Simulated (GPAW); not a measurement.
# WAu (F-43m) in GPAW: convergence with plane-wave cutoff (eV)

Aim: find how far plane-wave cutoff (eV) must go before the results for WAu settle, at RPBE. This setting moves, with any that are tied to it; all else stays.

Program: GPAW 26.7.0. These are calculated values, not measurements. Logs are shortened: lines on timing, memory, paths and dates and some standing lists are left out, and cuts for length are marked. The log counts tension as positive stress, the text compression.

### Step 1. Starting point

It takes space group F-43m (No. 216, cubic). Conventional cell: a = 5.496 Å, b = 5.496 Å, c = 5.496 Å, α = 90.00°, β = 90.00°, γ = 90.00°. W (site symmetry -43m) has 4 Au at 2.38 Å as nearest neighbours. Au (site symmetry -43m) is surrounded by 4 W at 2.38 Å.

The cell was built by a generator and needn't be a form met in nature.

### Step 2. With plane-wave cutoff (eV) 200

Contents of run.py:

```python
from ase.dft.bandgap import bandgap
from ase.io import read, write
from ase.units import GPa
from gpaw import GPAW, PW

atoms = read('WAu.xyz')

calc = GPAW(mode=PW(200),
            xc='RPBE',
            kpts={'size': (8, 8, 8), 'gamma': True},
            occupations={'name': 'fermi-dirac', 'width': 0.05},
            nbands=25,
            convergence={'density': 1e-05, 'energy': 1e-05},
            maxiter=100,
            txt='gpaw.txt')
atoms.calc = calc
energy = atoms.get_potential_energy()
forces = atoms.get_forces()
stress = atoms.get_stress()
calc.write('gs.gpw')
write('result.traj', atoms)
print(f'Energy: {energy:.6f} eV')
print('Forces (eV/A):')
print(forces.round(4))
print('Stress (GPa):', (stress / GPa).round(3))
print('Fermi level:', round(calc.get_fermi_level(), 4), 'eV')
print(f'Gap: {bandgap(calc)[0]:.4f} eV, direct: {bandgap(calc, direct=True)[0]:.4f} eV')
```

Contents of WAu.xyz:

```xyz
2
Lattice="0.0000000000 2.7479792600 2.7479792600 2.7479792600 0.0000000000 2.7479792600 2.7479792600 2.7479792600 0.0000000000" Properties=species:S:1:pos:R:3 pbc="T T T"
W      0.0000000000      0.0000000000      0.0000000000
Au     4.1219688900      4.1219688900      4.1219688900
```

Potentials or basis: the program's PAW data sets (release 1.2.1) made for this functional, pw.

On the command line:

```console
$ OMP_NUM_THREADS=1 python run.py
```

gpaw.txt:

```text
__  _  _
 | _ |_)|_||  |
 |__||  | ||/\| - 26.7.0

Input parameters:
  mode=PW(ecut=200.0),
  convergence={'density': 1e-05, 'energy': 1e-05},
  kpts=MonkhorstPack(size=(8, 8, 8), gamma=True),
  maxiter=100,
  nbands=25,
  occupations=Occupations(name='fermi-dirac', width=0.05),
  xc=XC(name='RPBE')

Diagonalizing LCAO Hamiltonian
Converting LCAO to pw mode

                    Au

       W

Atoms  # Å, Bohr magnetons
|   | symbol |        x |        y |        z |    initial magnetic moments |
|---|--------|----------|----------|----------|-----------------------------|
| 0 |      W | 0.000000 | 0.000000 | 0.000000 | ( 0.0000,  0.0000,  0.0000) |
| 1 |     Au | 4.121969 | 4.121969 | 4.121969 | ( 0.0000,  0.0000,  0.0000) |

Unit cell  # Å
| periodic |        x |        y |        z |  lengths |    angles |
|----------|----------|----------|----------|----------|-----------|
|      yes | 0.000000 | 2.747979 | 2.747979 | 3.886230 | 60.000000 |
|      yes | 2.747979 | 0.000000 | 2.747979 | 3.886230 | 60.000000 |
|      yes | 2.747979 | 2.747979 | 0.000000 | 3.886230 | 60.000000 |

Number of symmetries: 24
Symmetry operations  # r_c * U_cc + t_c -> r_c
|    | kind |            matrix            |
|----|------|------------------------------|
|  0 |  E   |  1, 0, 0,  0, 1, 0,  0, 0, 1 |
|  1 |  σ   |  1, 0, 0,  0, 0, 1,  0, 1, 0 |
|  2 |  σ   |  1, 0,-1,  0, 1,-1,  0, 0,-1 |
|  3 |  C3  |  1, 0,-1,  0, 0,-1,  0, 1,-1 |
|  4 |  C3  |  1,-1, 0,  0,-1, 1,  0,-1, 0 |
|  5 |  σ   |  1,-1, 0,  0,-1, 0,  0,-1, 1 |
|  6 |  σ   |  0, 1, 0,  1, 0, 0,  0, 0, 1 |
|  7 |  C3  |  0, 1, 0,  0, 0, 1,  1, 0, 0 |
|  8 |  C2  |  0, 1,-1,  1, 0,-1,  0, 0,-1 |
|  9 |  S4  |  0, 1,-1,  0, 0,-1,  1, 0,-1 |
| 10 |  C3  |  0, 0, 1,  1, 0, 0,  0, 1, 0 |
| 11 |  σ   |  0, 0, 1,  0, 1, 0,  1, 0, 0 |
| 12 |  S4  |  0, 0,-1,  1, 0,-1,  0, 1,-1 |
| 13 |  C3  |  0, 0,-1,  0, 1,-1,  1, 0,-1 |
| 14 |  S4  |  0,-1, 1,  1,-1, 0,  0,-1, 0 |
| 15 |  C2  |  0,-1, 1,  0,-1, 0,  1,-1, 0 |
| 16 |  C3  |  0,-1, 0,  1,-1, 0,  0,-1, 1 |
| 17 |  S4  |  0,-1, 0,  0,-1, 1,  1,-1, 0 |
| 18 |  S4  | -1, 1, 0, -1, 0, 1, -1, 0, 0 |
| 19 |  C3  | -1, 1, 0, -1, 0, 0, -1, 0, 1 |
| 20 |  C3  | -1, 0, 1, -1, 1, 0, -1, 0, 0 |
| 21 |  S4  | -1, 0, 1, -1, 0, 0, -1, 1, 0 |
[... 122 lines left out ...]

poisson solver:
  ecut: 1600.0  # eV

xc functional:
  name: RPBE with 2 nearest neighbor stencil

convergence criteria:
- Maximum integral of absolute [dens]ity change: 1e-05 electrons / valence electron
- Maximum [total energy] change in last 3 cyles: 1e-05 eV / valence electron
- Maximum integral of absolute [eigenst]ate change: 4e-08 eV^2 / valence electron
maximum number of iterations: 100

SCF iterations
|iter     | |      energy | eigst |  dens |
|---------|-|-------------|-------|-------|
|iter:   1| |  -10.061071 | -0.43 |       |
|iter:   2| |   -9.372910 | -2.56 | -0.95 |
|iter:   3| |   -8.278507 | -2.13 | -1.05 |
|iter:   4| |   -8.205763 | -3.25 | -1.46 |
|iter:   5| |   -8.191768 | -3.63 | -1.83 |
|iter:   6| |   -8.191283 | -4.17 | -2.38 |
|iter:   7| |   -8.191347 | -5.53 | -3.18 |
|iter:   8| |   -8.191363c| -6.06 | -3.60 |
|iter:   9| |   -8.191363c| -8.34c| -4.46 |
|iter:  10| |   -8.191363c| -7.86c| -4.76 |
|iter:  11| |   -8.191363c| -8.90c| -5.62c|

Converged in 11 steps
Energy contributions relative to reference atoms: (reference = -955397.865929)

Energy contributions:
  Kinetic:          28.828050
  Coulomb:         -28.990745
  Zero:              1.474862
  External:          0.000000
  Xc:               -9.495540
  Entropy:          -0.015978
  Spinorbit:         0.000000
  ----------------------------
  Free energy:      -8.199352
  Extrapolated:     -8.191363

dipole moment: (-15.602261, -15.602261, -15.602261)  # |e|*Ang

Fermi level: 9.168
Eigenvalues  # (at kpt = [0.000, 0.000, 0.000])
| band index |      eig [eV] | occ [0-2] |
|------------|---------------|-----------|
|          0 |       -64.704 |     2.000 |
|        ... |               |           |
|          5 |         2.456 |     2.000 |
|          6 |         2.456 |     2.000 |
|          7 |         2.842 |     2.000 |
|          8 |         2.842 |     2.000 |
|          9 |         2.842 |     2.000 |
|         10 |         8.303 |     2.000 |
[... 8 lines left out ...]
|         19 |        21.321 |     0.000 |
|         20 |        23.461 |     0.000 |
|        ... |               |           |
|         24 |        24.564 |     0.000 |

No gap
No difference between direct/indirect transitions

Forces  # eV/Ang
|       x |        y |        z |
|---------|----------|----------|
| 0.00000 | -0.00000 | -0.00000 |  # W    0
| 0.00000 |  0.00000 |  0.00000 |  # Au   1

Stress tensor  # eV/Ang^3
|         x |         y |         z |
|-----------|-----------|-----------|
| -0.213244 | -0.000000 |  0.000000 |
| -0.000000 | -0.213244 |  0.000000 |
|  0.000000 |  0.000000 | -0.213244 |

# Writing to gs.gpw (mode='')
```

It took 6.1 s on 1 thread of Arm Neoverse V2, shared host; peak memory 0.14 GiB.

What came out:

```
Free energy            : -8.1994 eV
Pressure               : 34.2 GPa
Band gap on the k mesh : none (metal or under the smearing width)
```

### Step 3. With plane-wave cutoff (eV) 250

Edit run.py of step 2 so:

```diff
@@ -7,3 +7,3 @@
 
-calc = GPAW(mode=PW(200),
+calc = GPAW(mode=PW(250),
             xc='RPBE',
```

WAu.xyz is that of step 2.

Potentials or basis: the program's PAW data sets (release 1.2.1) made for this functional, pw.

On the command line:

```console
$ OMP_NUM_THREADS=1 python run.py
```

It took 6.9 s on 1 thread of Arm Neoverse V2, shared host; peak memory 0.14 GiB.

What came out:

```yaml
Free_energy: -8.5145 eV
Pressure: 33.6 GPa
Band_gap_on_the_k_mesh: none (metal or under the smearing width)
```

### Step 4. With plane-wave cutoff (eV) 300

Edit run.py of step 3 so:

```diff
@@ -7,3 +7,3 @@
 
-calc = GPAW(mode=PW(250),
+calc = GPAW(mode=PW(300),
             xc='RPBE',
```

WAu.xyz is that of step 3.

On the command line:

```console
$ OMP_NUM_THREADS=1 python run.py
```

Wall time 7.4 s (1 thread of Arm Neoverse V2, shared host); peak memory 0.14 GiB.

Results:

```yaml
Free_energy: -8.7513 eV
Pressure: 35.3 GPa
Band_gap_on_the_k_mesh: none (metal or under the smearing width)
```

### Step 5. With plane-wave cutoff (eV) 350

Edit run.py of step 4 so:

```diff
@@ -7,3 +7,3 @@
 
-calc = GPAW(mode=PW(300),
+calc = GPAW(mode=PW(350),
             xc='RPBE',
```

WAu.xyz is that of step 4.

On the command line:

```console
$ OMP_NUM_THREADS=1 python run.py
```

Run time: 12 s. Hardware: 1 thread of Arm Neoverse V2, shared host; peak memory 0.15 GiB.

Results:

| Quantity | Value |
| --- | --- |
| Free energy | -8.8300 eV |
| Pressure | 36.9 GPa |
| Band gap on the k mesh | none (metal or under the smearing width) |

### Step 6. With plane-wave cutoff (eV) 400

Edit run.py of step 5 so:

```diff
@@ -7,3 +7,3 @@
 
-calc = GPAW(mode=PW(350),
+calc = GPAW(mode=PW(400),
             xc='RPBE',
```

WAu.xyz is that of step 5.

Potentials or basis: the program's PAW data sets (release 1.2.1) made for this functional, pw.

On the command line:

```console
$ OMP_NUM_THREADS=1 python run.py
```

Wall time 12 s (1 thread of Arm Neoverse V2, shared host); peak memory 0.15 GiB.

What came out:

- Free energy: -8.8565 eV
- Pressure: 37.1 GPa
- Band gap on the k mesh: none (metal or under the smearing width)

### Step 7. With plane-wave cutoff (eV) 500

Edit run.py of step 6 so:

```diff
@@ -7,3 +7,3 @@
 
-calc = GPAW(mode=PW(400),
+calc = GPAW(mode=PW(500),
             xc='RPBE',
```

WAu.xyz is that of step 6.

On the command line:

```console
$ OMP_NUM_THREADS=1 python run.py
```

Wall time 17 s (1 thread of Arm Neoverse V2, shared host); peak memory 0.16 GiB.

It converged, with:

```
Free energy            : -8.8927 eV
Pressure               : 37.3 GPa
Band gap on the k mesh : none (metal or under the smearing width)
```

### Step 8. With plane-wave cutoff (eV) 600

Edit run.py of step 7 so:

```diff
@@ -7,3 +7,3 @@
 
-calc = GPAW(mode=PW(500),
+calc = GPAW(mode=PW(600),
             xc='RPBE',
```

WAu.xyz is that of step 7.

On the command line:

```console
$ OMP_NUM_THREADS=1 python run.py
```

It took 21 s on 1 thread of Arm Neoverse V2, shared host; peak memory 0.19 GiB.

It converged, with:

* Free energy: -8.8986 eV
* Pressure: 37.5 GPa
* Band gap on the k mesh: none (metal or under the smearing width)

### Step 9. With plane-wave cutoff (eV) 800

Edit run.py of step 8 so:

```diff
@@ -7,3 +7,3 @@
 
-calc = GPAW(mode=PW(600),
+calc = GPAW(mode=PW(800),
             xc='RPBE',
```

WAu.xyz is that of step 8.

Potentials or basis: the program's PAW data sets (release 1.2.1) made for this functional, pw.

On the command line:

```console
$ OMP_NUM_THREADS=1 python run.py
```

Wall time 31 s (1 thread of Arm Neoverse V2, shared host); peak memory 0.21 GiB.

It converged, with:

```
Free energy            : -8.9143 eV
Pressure               : 37.4 GPa
Band gap on the k mesh : none (metal or under the smearing width)
```

### Step 10. With plane-wave cutoff (eV) 1000

Edit run.py of step 9 so:

```diff
@@ -7,3 +7,3 @@
 
-calc = GPAW(mode=PW(800),
+calc = GPAW(mode=PW(1000),
             xc='RPBE',
```

WAu.xyz is that of step 9.

On the command line:

```console
$ OMP_NUM_THREADS=1 python run.py
```

It took 42 s on 1 thread of Arm Neoverse V2, shared host; peak memory 0.24 GiB.

Results (log left out):

```
Free energy            : -8.9190 eV
Pressure               : 37.5 GPa
Band gap on the k mesh : none (metal or under the smearing width)
```

### Step 11. Summary

```
plane-wave cutoff (eV)  energy less the tightest run, at zero smearing (meV/atom)  pressure (GPa)  SCF cycles  CPU time (s)  peak memory (GiB)
                   200                                                     359.85           34.17          11           6.1               0.14
                   250                                                     202.29           33.55          11           6.9               0.14
                   300                                                      83.86           35.29          11           7.4               0.14
                   350                                                      44.50           36.87          11            12               0.15
                   400                                                      31.26           37.07          11            12               0.15
                   500                                                      13.15           37.27          11            17               0.16
                   600                                                      10.21           37.48          11            21               0.19
                   800                                                       2.37           37.36          11            31               0.21
                  1000                                                       0.00           37.48          11            42               0.24
```

Not settled before the last step: the energy (to 1 meV/atom), the pressure (to 0.1 GPa). The tightest run that finished is the yardstick and may itself not be fully converged.

Caveats: with this Au data set, volumes or pressures lay over 1.5 % or 2 GPa off other programs in two to four cells of ten; a pressure of tens of GPa on the cell as given is suspect, and the run, the potentials or the cell itself is likely at fault.
